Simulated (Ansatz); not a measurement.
# Sc2GeTe5: the cost of one run

Method: DFT PBE, scalar-relativistic, plane waves, PAW, unless a step names another level, in Ansatz 0.2.0.

1 further run of the same task is left out (it didn't finish).

**1. The structure to begin with**

The structure is orthorhombic, space group Cmcm (No. 63). Conventional cell: a = 5.940 Å, b = 14.279 Å, c = 13.079 Å, α = 90.00°, β = 90.00°, γ = 90.00°. Sc (site symmetry m) has 6 Te at 2.86 to 2.98 Å as nearest neighbours. Around Ge (site symmetry m2m) lie 6 Te at 2.77 to 3.11 Å. Te (site symmetry m) has 1 Te at 2.88 Å and 2 Sc at 2.91 to 2.92 Å and 1 Ge at 3.11 Å as nearest neighbours. Around Te (site symmetry m) lie 1 Ge at 2.77 Å and 3 Sc at 2.92 to 2.98 Å. Te (site symmetry m2m) has 2 Sc at 2.86 Å and 2 Ge at 2.98 Å as nearest neighbours.

Structure file:

```xyz
16
Lattice="2.9701 -7.1396 0.0000 2.9701 7.1396 0.0000 0.0000 0.0000 13.0786" Properties=species:S:1:pos:R:3 pbc="T T T"
Sc    2.9701    4.7469    0.8447
Sc    2.9701    4.7469    5.6946
Sc    2.9701   -4.7469   12.2339
Sc    2.9701   -4.7469    7.3841
Ge    2.9701   -4.2038    3.2697
Ge    2.9701    4.2038    9.8090
Te    2.9701   -6.6520    1.3537
Te    2.9701   -2.5375    1.0584
Te    2.9701   -6.6520    5.1856
Te    2.9701   -2.5375    5.4809
Te    2.9701    3.2295    3.2697
Te    2.9701    6.6520   11.7249
Te    2.9701    2.5375   12.0203
Te    2.9701    6.6520    7.8931
Te    2.9701    2.5375    7.5977
Te    2.9701   -3.2295    9.8090
```

It came out lowest among 25 distinct ends of the trial cells. At a tolerance of 0.02 Å it has space group Cmcm (No. 63).

**2. Bands, states and charges**

input.yaml

```yaml
crystal:
  lattice:
    - [2.9700674746, -7.1396368483, 0.0]
    - [2.9700674746, 7.1396368483, 0.0]
    - [0.0, 0.0, 13.0786386656]
  atoms:
    - { symbol: Sc, position: [0.1675658738, 0.8324341262, 0.0645885956] }
    - { symbol: Sc, position: [0.1675658738, 0.8324341262, 0.4354114044] }
    - { symbol: Sc, position: [0.8324341262, 0.1675658738, 0.9354114044] }
    - { symbol: Sc, position: [0.8324341262, 0.1675658738, 0.5645885956] }
    - { symbol: Ge, position: [0.7944008253, 0.2055991747, 0.25] }
    - { symbol: Ge, position: [0.2055991747, 0.7944008253, 0.75] }
    - { symbol: Te, position: [0.9658494435, 0.0341505565, 0.1035073199] }
    - { symbol: Te, position: [0.6777045088, 0.3222954912, 0.0809239378] }
    - { symbol: Te, position: [0.9658494435, 0.0341505565, 0.3964926801] }
    - { symbol: Te, position: [0.6777045088, 0.3222954912, 0.4190760622] }
    - { symbol: Te, position: [0.2738295346, 0.7261704654, 0.25] }
    - { symbol: Te, position: [0.0341505565, 0.9658494435, 0.8964926801] }
    - { symbol: Te, position: [0.3222954912, 0.6777045088, 0.9190760622] }
    - { symbol: Te, position: [0.0341505565, 0.9658494435, 0.6035073199] }
    - { symbol: Te, position: [0.3222954912, 0.6777045088, 0.5809239378] }
    - { symbol: Te, position: [0.7261704654, 0.2738295346, 0.75] }
basis:
  ecutwfc: 420
kpoints:
  mp_grid: { grid: [8, 8, 4] }
  band_path:
    path:
      - [[0.0, 0.0, 0.0], [-0.5, 0.5, 0.0], [-0.29326337, 0.70673663, 0.0]]
      - [[0.29326337, 0.29326337, 0.0], [0.0, 0.0, 0.0], [0.0, 0.0, 0.5], [0.29326337, 0.29326337, 0.5]]
      - [[-0.29326337, 0.70673663, 0.5], [-0.5, 0.5, 0.5], [-0.5, 0.5, 0.0]]
      - [[0.0, 0.0, 0.0], [0.0, 0.5, 0.0], [0.0, 0.5, 0.5], [0.0, 0.0, 0.5], [-0.5, 0.5, 0.5]]
    npoints: 10
hamiltonian:
  xc: pbe
scf:
  occupations: { method: gaussian, width: 0.02 }
  n_extra_bands: 40
output:
  forces: true
  stress: true
  eigenvalues: true
  populations: true
  dos: { projected: true, de: 0.02, nscf_kmesh: { grid: [12, 12, 6] } }
  bader: false
  write_density: true
  write_potential: true
  elf: true
  volumetric_format: npy
```

Run with:

```
ansatz run input.yaml --threads 1 --pin off --max-ram 2560MiB --backend cpu --events-out ev --progress --plain --runs-dir out
```

**Question.** How long does this run take on 1 thread of Intel Xeon 6975P-C (Granite Rapids), shared host, and how much memory does it need?

About 19 min, with a peak of 2.4 GiB.
